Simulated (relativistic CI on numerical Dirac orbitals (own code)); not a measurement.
**Nd XII (Nd¹¹⁺): levels and lines**

Aim: the low levels of Nd¹¹⁺, their labels and the strongest lines; runs with one setting changed show what the result hangs on.

Program: relativistic CI on numerical Dirac orbitals (own code) version 4. Level of theory: Dirac-Coulomb-Breit CI, KLI orbitals optimised for each configuration, model QED (radiative potential, 1s self-energy scaled to tabulated hydrogen-like ionisation energies). These are calculated values, not measurements, unless marked.

## Step 1: The system

* ion: Nd¹¹⁺ (Nd XII)
* nuclear charge: 60
* electrons: 49
* isotope: A = 142
* first configuration typed: [Kr] 4d10 4f 5s2

Outer shells as boxes (Hund's rule):

first configuration typed
```
[Kr] core
4d [↑↓][↑↓][↑↓][↑↓][↑↓]
4f [↑ ][  ][  ][  ][  ][  ][  ]
5s [↑↓]
```

## Step 2: The main run

Settings of the run:

```ini
atom Nd  Z=60  charge=11  electrons=49
nucleus A=142  rms_radius_fm=4.9123
hamiltonian dirac-coulomb  breit=on  qed=on  c_scale=1
orbitals kli  potential=per-configuration
slater_scale 1
correlation none
mixing on
configurations
  [Kr] 4d10 4f 5s2
  [Kr] 4d10 5s2 5p
  [Kr] 4d10 4f 5s 5p
  [Kr] 4d10 4f3
  [Kr] 4d10 4f2 5s
  [Kr] 4d10 5s 5p2
  [Kr] 4d10 4f2 5p
  [Kr] 4d10 4f 5s 5d
  [Kr] 4d10 5s2 5d
  [Kr] 4d10 4f2 5d
  [Kr] 4d10 4f 5s 5f
  [Kr] 4d10 4f 5p 5d
  [Kr] 4d10 5s2 6s
  [Kr] 4d10 4f 5s 5g
  [Kr] 4d9 4f2 5s2
  [Kr] 4d10 4f2 6s
  [Kr] 4d10 5s 5d2
  [Kr] 4d10 5s 5p 5f
  [Kr] 4d10 5s2 5f
  [Kr] 4d10 5s2 6p
  [Kr] 4d10 4f 5p 6s
  [Kr] 4d10 4f2 5f
  [Kr] 4d10 4f 5s 6s
  [Kr] 4d10 5s2 6d
  [Kr] 4d10 4f 5s 6p
  [Kr] 4d10 5s 5d 6s
  [Kr] 4d10 4f2 5g
  [Kr] 4d10 5s2 5g
  [Kr] 4d10 4f 5p2
  [Kr] 4d10 5p3
  [Kr] 4d10 5p2 5d
  [Kr] 4d10 5s 5p 5d
  [Kr] 4d10 5p 5d2
  [Kr] 4d10 5p 5d 5f
  [Kr] 4d10 4f 5d2
  [Kr] 4d10 5d3
  [Kr] 4d10 5s 5p 6s
  [Kr] 4d10 5p2 6s
  [Kr] 4d10 5p 5d 6s
  [Kr] 4d10 5p 5f 6s
  [Kr] 4d10 4f 5f2
  [Kr] 4d10 5p 5f2
  [Kr] 4d10 5d 5f2
  [Kr] 4d10 4f 5p 5f
  [Kr] 4d10 5p2 5f
  [Kr] 4d10 5s 5p 5g
  [Kr] 4d10 5p2 5g
  [Kr] 4d10 5p 5d 5g
  [Kr] 4d10 5p 5f 5g
end
```

On the command line:

```bash
python run_levels.py task.json out
```

The settings of every run stand in task.json; they run in order.

## Step 3: Without configuration mixing

Settings: those of step 2 with these lines changed.

```diff
@@ -6,3 +6,3 @@
 correlation none
-mixing on
+mixing off
 configurations
```

## Step 4: Non-relativistic limit (c × 1000)

Settings: those of step 3 with these lines changed.

```diff
@@ -2,3 +2,3 @@
 nucleus A=142  rms_radius_fm=4.9123
-hamiltonian dirac-coulomb  breit=on  qed=on  c_scale=1
+hamiltonian dirac-coulomb  breit=off  qed=off  c_scale=1000
 orbitals kli  potential=per-configuration
@@ -6,3 +6,3 @@
 correlation none
-mixing off
+mixing on
 configurations
```

(Steps that only read results are left out.)

Before running it: what results should come out? Wanted: lowest level; first excitation; lowest level of the other parity; fastest E1 line; ionisation energy.

**Answer**, as computed:

| run | time | mean size of shift, levels followed (cm⁻¹) | lowest level | ionisation energy (eV) |
| --- | --- | --- | --- | --- |
| main run | 3.4 s | 0 | 4f 5s2 2F°5/2 | 191.07 |
| without configuration mixing | 3.3 s | 7242 | 4f 5s2 2F°5/2 | - |
| non-relativistic limit (c × 1000) | 2.2 s | 79369 | 4f 5s2 2F°5/2 | - |

The tabulated theoretical ionisation energy (NIST) is 195 eV.

| quantity | value |
| --- | --- |
| lowest level | 4f 5s2 2F°5/2 |
| first excitation | 4f 5s2 2F°7/2, 3977.4 cm⁻¹ |
| lowest level of the other parity | 4f2 5s 4H7/2, 121321 cm⁻¹ |
| levels in the model | 2303 |
| fastest E1 line (by rate) to the lowest level among the lowest 400 of 2303 levels | 42.15 nm, from 4f 5s 5p 2G7/2 (ii) |
| ionisation energy | 191.07 eV |
| ionisation energy, tabulated theoretical (NIST) | 195 eV |

In words: The lowest level is 4f 5s2 2F°5/2, 98 % pure in LS and 98 % in jj coupling; over the low levels the means are 94 and 77 %, so LS coupling describes them better. The ionisation energy agrees with the tabulated theoretical value within its uncertainty of 10 eV. The largest mover is «non-relativistic limit (c × 1000)» (79369 cm⁻¹ on average). Low levels that differ in the count of f electrons can be misplaced by several ten thousand cm⁻¹. Lifetimes count radiative decay inside the model alone.
